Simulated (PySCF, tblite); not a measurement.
**C₅H₁₅FSi₃: geometry, infrared bands and NMR shifts**

Wanted: the infrared bands and NMR shifts of C₅H₁₅FSi₃ (`C=CCC[Si]([SiH3])([SiH3])CF`), by calculation.

Programs: tblite 0.8.0 and PySCF 2.14.0, with density-fitted response routines of our own. Each step states its level of theory. These are calculated values for one molecule in the gas phase, unless marked as measured. Atoms are numbered from 0 throughout.

### Step 1. Starting geometry

24 atoms, charge 0, multiplicity 1; geometry from: force field or distance geometry start.

Bonds of the start (Å): C0–C1 1.33, C1–C2 1.48, C2–C3 1.51, C3–Si4 1.85, Si4–Si5 2.22, Si4–Si6 2.26, Si4–C7 1.86, C7–F8 1.41, C0–H9 1.08, C0–H10 1.08, C1–H11 1.07, C2–H12 1.09, C2–H13 1.11, C3–H14 1.14, C3–H15 1.10, Si5–H16 1.47, Si5–H17 1.48, Si5–H18 1.48, Si6–H19 1.47, Si6–H20 1.46, Si6–H21 1.47, C7–H22 1.10, C7–H23 1.09.

### Step 2. Relaxing the molecule with GFN2-xTB

Job settings and geometry (Å):

```
{"job": {"kind": "relax", "xc": "GFN2-xTB", "basis": "xTB"}, "charge": 0, "multiplicity": 1}
C      2.548200     1.274500     1.761100
C      1.863900     0.553100     0.881800
C      1.605400     1.158300    -0.446000
C      0.117400     1.247500    -0.680500
Si    -0.774900    -0.374700    -0.640100
Si    -1.331100    -0.862700     1.454400
Si    -2.615500    -0.268700    -1.949500
C      0.223800    -1.789400    -1.309000
F     -0.682800    -2.638100    -1.972500
H      2.848700     2.271600     1.462000
H      2.802700     0.962900     2.758700
H      1.497900    -0.442500     1.055900
H      2.139900     0.672400    -1.263500
H      1.983700     2.201100    -0.418500
H     -0.301000     1.862100     0.181800
H     -0.095000     1.851000    -1.579600
H     -0.281300    -1.575900     2.188000
H     -1.682500     0.421100     2.103800
H     -2.498800    -1.777200     1.434800
H     -3.086000    -1.661700    -2.041000
H     -2.267900     0.271300    -3.258300
H     -3.626500     0.533300    -1.252300
H      0.922200    -1.450800    -2.087300
H      0.677800    -2.418800    -0.543100
```

The run is started by

```
OMP_NUM_THREADS=1 python probes_run.py task.json out
```

The driver reads the jobs from task.json and runs them one after another.

**Question.** This job is followed by: GFN2-xTB harmonic vibrations, gas phase; GIAO PBE0/pcSseg-1 NMR shielding, non-relativistic, gas phase. Predict these results of the whole session: strongest single infrared mode (GFN2-xTB); zero-point energy (GFN2-xTB); ¹³C shifts against TMS (PBE0/pcSseg-1); ¹H shifts against TMS (PBE0/pcSseg-1, means over atoms taken as alike); ²⁹Si shifts against TMS (PBE0/pcSseg-1, means over atoms taken as alike); ¹⁹F shifts against CFCl3 (PBE0/pcSseg-1).

The runs gave:

| quantity | value |
| --- | --- |
| strongest single infrared mode (GFN2-xTB) | 742 cm⁻¹, 591 km/mol |
| zero-point energy (GFN2-xTB) | 109.5 kcal/mol |
| ¹³C shifts against TMS (PBE0/pcSseg-1) | 147.3, 122.5, 81.9, 36.7, 17.7 ppm |
| ¹H shifts against TMS (PBE0/pcSseg-1, means over atoms taken as alike) | 6.20, 5.50, 5.33, 5.23, 3.61, 2.10, 1.00 ppm |
| ²⁹Si shifts against TMS (PBE0/pcSseg-1, means over atoms taken as alike) | -51.1, -109.3 ppm |
| ¹⁹F shifts against CFCl3 (PBE0/pcSseg-1) | -300.3 ppm |

What this shows: The optimisation took 137 steps and gained 0.743 eV; among the close pairs (by a distance rule), Si4–Si5 changed most, from 2.221 to 2.340 Å. The lowest mode is slightly imaginary (5i cm⁻¹), a soft motion within the noise of the Hessian, so the minimum is not strictly shown. The strongest single mode, at 742 cm⁻¹, is spread over several atoms, H15, C3, H14 among them. GFN2-xTB is a fitted tight-binding method: band positions and strengths are rough. Its intensities can rank the bands wrongly. The most deshielded carbon is C1 (alkene CH), at 147.3 ppm: the olefinic region. The most deshielded hydrogen is H11 (hydrogen on an alkene CH), at 6.20 ppm: a vinylic proton, deshielded by the sp2 carbon and the C=C anisotropy. At PBE0/pcSseg-1: The widest tensor belongs to C1: span 243 ppm, with a paramagnetic part of -220 ppm.
